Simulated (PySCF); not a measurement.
# C2H3Cl5CoO2 ([Co(OAc)Cl5]3-): the cost of one run

Computed with PySCF 2.14.0 and routines of our own; the level stands in each step. Atoms count from 0.

## Step 1: The system as given

13 atoms, charge -3, states of the metal's open shell are computed; geometry from: GFN2-xTB.

## Step 2: Ligand-field states: state-averaged CASSCF in dichloromethane

Job settings and geometry (Å):

```
{"job": {"kind": "lf", "basis": {"metal": "x2c-TZVPall", "ligand": "x2c-SVPall"}, "nevpt": true, "tol": 5, "solvent": "dichloromethane"}, "charge": -3, "metal": "Co", "open_shell": "d6"}
Co     0.000000     0.000000     0.000000
O     -0.018357     0.025852     2.017842
C     -0.606744     0.257907     3.125206
C     -1.548059     1.457387     3.171539
O     -0.435884    -0.430198     4.131241
H     -1.798175     1.677677     4.202995
H     -2.437452     1.194580     2.600107
H     -1.071879     2.300890     2.675991
Cl    -0.021705     0.033088    -2.351282
Cl     2.379754    -0.021672     0.071149
Cl    -2.398041    -0.008566     0.071373
Cl     0.003581     2.392546     0.043307
Cl     0.016812    -2.391503     0.046305
```

Level: state-averaged CASSCF of the metal d shell, SC-NEVPT2 on the averaged canonical orbitals, state-interaction spin-orbit coupling.

The run is started by

```
$ OMP_NUM_THREADS=1 python lf_run.py task.json out
```

One launch serves the whole session: the jobs run in the order shown.

**Question.** How long does this first job take on 1 thread of Arm Neoverse V2, shared host, and how much memory does it need?

About 37 s, with a peak of 0.6 GiB.
